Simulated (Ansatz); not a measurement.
# Au (hcp type): how the settings move a single-point run

Question: which choices in the input matter for Au (hcp type)?

Program: Ansatz 0.2.0. Level of theory: reference: DFT, PBEsol, PAW with other files of Ansatz's library (source ansatz), scalar-relativistic. These are calculated values, not measurements.

1 further run of the same task is left out (it didn't finish).

### Step 1. The starting structure

It takes space group P6_3/mmc (No. 194, hexagonal). The conventional cell has a = 2.174 Å, b = 2.174 Å, c = 3.581 Å, α = 90.00°, β = 90.00°, γ = 120.00°. Au (site symmetry -6m2) has 12 Au at 2.17 to 2.19 Å as nearest neighbours.

As a file:

```xyz
2
Lattice="2.1736 0.0000 0.0000 -1.0868 1.8824 0.0000 0.0000 0.0000 3.5808" Properties=species:S:1:pos:R:3 pbc="T T T"
Au    0.0000    1.2549    0.8952
Au    1.0868    0.6275    2.6856
```

### Step 2. Baseline

File input.yaml:

```yaml
crystal:
  lattice:
    - [2.17360646, 0.0, 0.0]
    - [-1.08680323, 1.8823984122, 0.0]
    - [0.0, 0.0, 3.5807846357]
  atoms:
    - { symbol: Au, position: [0.3333333333, 0.6666666667, 0.25] }
    - { symbol: Au, position: [0.6666666667, 0.3333333333, 0.75] }
kpoints:
  mp_grid: { grid: [15, 15, 8] }
scf:
  occupations: { method: fermi_dirac, width: 0.05 }
hamiltonian:
  xc: pbesol
  pseudopotentials: { kind: paw, source: ansatz }
output:
  forces: true
  stress: true
  eigenvalues: true
```

On the command line:

```bash
$ ansatz run input.yaml --threads 1 --pin off --max-ram 2048MiB --backend cpu --events-out ev --progress --plain --runs-dir out
```

### Step 3. Changing settings: hubbard.sites [{species: Au, l: d, u_eff: 6.0}], hubbard.double_counting fll

Edit input.yaml of step 2 so:

```diff
@@ -15,2 +15,3 @@
   pseudopotentials: { kind: paw, source: ansatz }
+  hubbard: { sites: [{ species: Au, l: d, u_eff: 6.0 }], double_counting: fll }
 output:
```

What does the calculation give? Wanted: for each run, ending; energy change; pressure; gap; force.

As calculated:

```csv
run,ending,energy change,pressure (GPa),gap (eV),force (eV/Å),cycles,time
reference,converged,0,1386.7,0.00,0.00,6,6.1 s
"1: hubbard.sites [{species: Au, l: d, u_eff: 6.0}], hubbard.double_counting fll",converged,+662.7 meV/atom (U changed: no physical gain or loss),1384.6,0.00,0.00,6,12 s
```

Residual by cycle in the longest SCF loop of each run; runs are numbered as in the table. The quantity is the density residual dr2, in eV.

```csv
cycle,reference,run 1
1,0.154,0.173
2,0.0298,0.0352
3,5.2e-4,3.5e-4
4,6.0e-6,2.6e-6
5,2.1e-8,1.2e-8
6,9.5e-11,2.0e-10
```

**Reading.** Changing the Hubbard U moves the energy by +662.7 meV/atom, and the pressure goes from 1386.7 to 1384.6 GPa. The U term adds an energy of its own, so the shift says nothing about which run is better. Cost: 12 s against 6.1 s. A changed U is a change of model: its shifts are not errors of convergence. The structure is not at rest: the sound run finds 1387 GPa, so these are no properties of the relaxed crystal. 
